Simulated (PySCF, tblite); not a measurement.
# C7H8NS radical: geometry, infrared bands and EPR parameters

Aim: predict the infrared bands and EPR parameters of C7H8NS radical (`CSc1ccccc1[NH]`).

The runs use tblite 0.8.0 and PySCF 2.14.0, with density-fitted response routines of our own; the level of theory stands in each step. All values are computed, except where a source is named. Atoms count from 0, in the outputs and in this text.

## Step 1: The molecule as given

17 atoms, charge 0, multiplicity 2; geometry from: force field or distance geometry start.

Bonds of the start (Å): C0–S1 1.82, S1–C2 1.79, C2–C3 1.40, C3–C4 1.39, C4–C5 1.39, C5–C6 1.39, C6–C7 1.39, C7–N8 1.44, C7–C2 1.38, C0–H9 1.12, C0–H10 1.10, C0–H11 1.11, C3–H12 1.07, C4–H13 1.07, C5–H14 1.10, C6–H15 1.08, N8–H16 1.04.

## Step 2: Geometry optimisation with GFN2-xTB

What the job is given:

```
{"job": {"kind": "relax", "xc": "GFN2-xTB", "basis": "xTB"}, "charge": 0, "multiplicity": 2}
C      3.085200    -0.062300     0.274100
S      1.743700    -1.051600    -0.453500
C      0.147000    -0.285000    -0.197500
C      0.025300     0.943100     0.461200
C     -1.247700     1.479000     0.631500
C     -2.376300     0.837100     0.125700
C     -2.253600    -0.375700    -0.545200
C     -0.977200    -0.913300    -0.688400
N     -0.853300    -2.170400    -1.378600
H      3.528600     0.632700    -0.484600
H      2.771000     0.454300     1.190000
H      3.899100    -0.762200     0.545500
H      0.865700     1.465500     0.877800
H     -1.315600     2.414900     1.138100
H     -3.372300     1.293400     0.262300
H     -3.134000    -0.873600    -0.912800
H     -0.542500    -3.013800    -0.855500
```

Command:

```console
$ OMP_NUM_THREADS=1 python probes_run.py task.json out
```

The driver reads the jobs from task.json and runs them one after another.

**Question.** This job is followed by: GFN2-xTB harmonic vibrations, gas phase; UKS B3LYP, pcH-1 on C H N S, non-relativistic, mean-field spin-orbit, GIAO. What will the session give for the following? strongest single infrared mode (GFN2-xTB); zero-point energy (GFN2-xTB); g(iso) (B3LYP); ⟨S²⟩; largest a(iso) (averaged by class); surface potential, 1st and 99th percentile.

**Answer**, as computed:

| quantity | value |
| --- | --- |
| strongest single infrared mode (GFN2-xTB) | 1408 cm⁻¹, 61 km/mol |
| zero-point energy (GFN2-xTB) | 81.0 kcal/mol |
| g(iso) (B3LYP) | 2.00408 |
| ⟨S²⟩ | 0.784 (exact 0.75) |
| largest a(iso) (averaged by class) | 13C on C7, -38.1 MHz |
| surface potential, 1st and 99th percentile | -1.96 V and 1.24 V |

Over 75 steps the energy fell by 1.120 eV; of the close pairs, C7–N8 changed most, 1.439 to 1.297 Å. All 45 modes are real, so the xTB geometry is a minimum. The strongest single mode, at 1408 cm⁻¹, has its largest shares on C3, C5 and H12 (the list is cut at 3 atoms). Unscaled tight-binding wavenumbers are off by several per cent, some by more. Its intensities can rank the bands wrongly. N8 carries the largest spin population, 0.52 e. The isotropic g lies 1.8 ppt above the free-electron value.
